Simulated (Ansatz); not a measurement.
Working through a single point of FeNi3, space group Fm-3m

Computed with Ansatz 0.2.0 through its Python package.

Notebook, run cell by cell (the value of a cell's last expression is shown):

```python
import ansatz as az
import numpy as np
import pandas as pd
from pymatgen.core import Structure
from pymatgen.symmetry.analyzer import SpacegroupAnalyzer

crystal = (
    az.Lattice.fcc(5.58074)
    .space_group(225)
    .atom('Fe', [0.0, 0.0, 0.0])
    .atom('Ni', [0.25, 0.25, 0.75])
    .atom('Ni', [0.5, 0.0, 0.0])
    .primitive()
    .moments(Fe=4.5, Ni=2.0)
)
```

```python
crystal.resolved().tree()['lattice']
```

    ((3.4172176889367996e-16, 2.79037, 2.79037), (2.79037, 1.7086088444683998e-16, 2.79037),
     (2.79037, 2.79037, 0.0))

```python
# settings of the run
model = (
    crystal.calculation()
    .functional('r2scan', dispersion='D4')
    .basis(23 * az.Ry)
    .kpoints(9, 9, 9, center='monkhorst-pack')
    .occupations('fermi_dirac')
    .spin('collinear')
    .scf(tolerance=1e-07, max_iterations=60)
    .forces()
    .band_table()
)
def show(event):
    row = event['data']
    if event['event'] == 'scf_iter' and row.get('harris_foulkes_ev') is not None:
        print(f'  iteration {row["iter"]:3d}  Harris-Foulkes {row["harris_foulkes_ev"]:.5f} eV  residual {row["dr2_ev"]:.2e}')
```

```python
out = model.session().plan().execute(on_event=show)
rep = out.report
```

    DeckWarning: basis.ecutwfc = 312.930941828862 eV is below the records' recommended 500 eV, and the density's cutoff is lower with it unless basis.ecutrho_ratio is high enough to keep the records' density cutoff: compare with a run at a higher cutoff
    DeckWarning: where an SCF of this run starts from atoms to list the orders of its open shells, Fe (site 0, from 0) starts with 4.00 μB on its 3d shell, in the place of the 4.50 μB that the deck gives it: its open shells can hold no more by Hund's first rule. To start from spheres of the given moment, type scf.initial_density.shell_occupations: []
      iteration   1  Harris-Foulkes -22017.10268 eV  residual 2.25e+00
      iteration   2  Harris-Foulkes -22017.19835 eV  residual 4.39e-01
      iteration   3  Harris-Foulkes -22018.48610 eV  residual 3.39e-01
      iteration   4  Harris-Foulkes -22020.17921 eV  residual 2.14e-01
      iteration   5  Harris-Foulkes -22021.59104 eV  residual 1.06e-01
      iteration   6  Harris-Foulkes -22021.46101 eV  residual 6.93e-02
      iteration   7  Harris-Foulkes -22021.60249 eV  residual 3.84e-02
      iteration   8  Harris-Foulkes -22021.76307 eV  residual 4.25e-03
      iteration   9  Harris-Foulkes -22021.76439 eV  residual 1.92e-03
      iteration  10  Harris-Foulkes -22021.76900 eV  residual 3.45e-04
      iteration  11  Harris-Foulkes -22021.76940 eV  residual 1.74e-04
      iteration  12  Harris-Foulkes -22021.76949 eV  residual 1.00e-04
      iteration  13  Harris-Foulkes -22021.76966 eV  residual 1.74e-05
      iteration  14  Harris-Foulkes -22021.76968 eV  residual 4.30e-06
      iteration  15  Harris-Foulkes -22021.76972 eV  residual 4.95e-06
      iteration  16  Harris-Foulkes -22021.76973 eV  residual 3.89e-07
      iteration  17  Harris-Foulkes -22021.76973 eV  residual 1.46e-07
      iteration  18  Harris-Foulkes -22021.76973 eV  residual 8.43e-08
      iteration  19  Harris-Foulkes -22021.76973 eV  residual 2.48e-09
      iteration  20  Harris-Foulkes -22021.76973 eV  residual 3.18e-09
      iteration  21  Harris-Foulkes -22021.76973 eV  residual 3.69e-08

```python
rep['n_electrons']
```

    70.0

```python
rep['n_kpoints'], rep['n_symmetry_ops'], rep['n_pw']
```

    (35, 48, 537)

```python
n_atoms = len(rep['lattice']['sites'])
print('F =', round(rep['free_energy_ev'], 4), 'eV for', n_atoms, 'atoms')
print('E(sigma -> 0) =', round(rep['energy_sigma0_ev'], 4), 'eV, TS =', round(rep['entropy_ts_ev'], 5), 'eV')
print('closed by', rep['closed_by'], 'after', rep['n_iterations'], 'iterations')
```

    F = -22021.7697 eV for 4 atoms
    E(sigma -> 0) = -22021.7024 eV, TS = 0.13463 eV
    closed by deck_thresholds after 21 iterations

```python
final = Structure(out.lattice.cell_ang, [s.symbol for s in out.lattice.sites], [s.position_frac for s in out.lattice.sites])
analyser = SpacegroupAnalyzer(final, symprec=0.01)
standard = analyser.get_conventional_standard_structure()
print(analyser.get_crystal_system(), analyser.get_space_group_symbol(), len(standard), 'atoms in the conventional cell')
print('a b c (A):', [round(x, 4) for x in standard.lattice.abc], ' angles:', [round(x, 2) for x in standard.lattice.angles])
print(f'mass density {float(final.density):.3f} g/cm^3')
```

    cubic Fm-3m 16 atoms in the conventional cell
    a b c (A): [5.5807, 5.5807, 5.5807]  angles: [90.0, 90.0, 90.0]
    mass density 8.863 g/cm^3

```python
# forces in eV per angstrom
table = pd.DataFrame(rep['forces_ev_ang'], columns=['fx', 'fy', 'fz'])
table.insert(0, 'atom', [site['symbol'] for site in rep['lattice']['sites']])
table.round(4)
```

      atom   fx   fy   fz
    0   Fe -0.0  0.0  0.0
    1   Ni  0.0  0.0  0.0
    2   Ni -0.0 -0.0 -0.0
    3   Ni  0.0  0.0  0.0

```python
# the band energy is the weighted sum of filled levels
eps, occ = np.array(rep['eigenvalues_ev']), np.array(rep['occupations'])
wk = np.tile(rep['kweights'], len(eps) // len(rep['kweights']))
print(f'sum of w f eps = {wk @ (eps * occ).sum(axis=1):.4f} eV, reported band energy {rep["components"]["e_band"]:.4f} eV')
```

    sum of w f eps = -1145.0421 eV, reported band energy -1145.0421 eV

What to keep in mind:
- The settings weren't tested for convergence.
- The cutoff lies under the one recommended for these potentials.
- Other magnetic orders than the one started from may lie lower.
- Dispersion corrections can be off by several per cent in the lattices of metals, and by several GPa in the pressure at a fixed cell.
- The mesh is modest for a metal, so energies can be off by several to tens of meV an atom and pressures by half a GPa or more; differences at equal mesh fare better.
- r2SCAN tends to overestimate the moments of itinerant magnets.
- This cell is a computed structure, which may not be the phase found in nature.
- Gaps and levels are Kohn-Sham values on a finite set of k-points.
- Warnings are shown shortened and without file and line.
- Run time: 23 s on 1 thread of Arm Neoverse V2 (shared host), peak memory 0.63 GiB.

(Lines on the test bed's own set-up are left out of the output.)
